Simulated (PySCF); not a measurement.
# Cl3Sn: the cost of one run

Program: PySCF 2.14.0. Level of theory: relaxation, HF, def2-tzvpd, and further levels as typed in the inputs. These are calculated values, not measurements.

### 1 The system as given

Bond lengths: Sn1–Cl2 2.524 Å, Sn1–Cl3 2.525 Å, Sn1–Cl4 2.525 Å. Angles: Cl2–Sn1–Cl3 92.2°, Cl2–Sn1–Cl4 92.2°, Cl3–Sn1–Cl4 92.2°.

As a file:

```xyz
4

Sn    0.0000    0.0000    0.0000
Cl    2.1000    0.0000    1.4000
Cl   -1.0500    1.8200    1.4000
Cl   -1.0500   -1.8200    1.4000
```

### 2 Relaxation: Cl3Sn, charge -1

run.py

```python
from pyscf import gto, scf
from pyscf.geomopt.geometric_solver import optimize
mol = gto.M(atom="mol.xyz", basis="def2-tzvpd", charge=-1, verbose=4)
mol.set(ecp='def2-tzvpd').build()
mf = scf.RHF(mol).run(conv_tol=1e-9)
m = optimize(mf, maxsteps=60)
print("optimised structure (A):")
for k in range(m.natm): print(m.atom_symbol(k), *(f"{x:.8f}" for x in m.atom_coords(unit="A")[k]))
```

Launch:

```bash
> python run.py
```

**Question.** How long does this run take on 4 threads of Intel Xeon 6975P-C (Granite Rapids), shared host?

About 76 s.
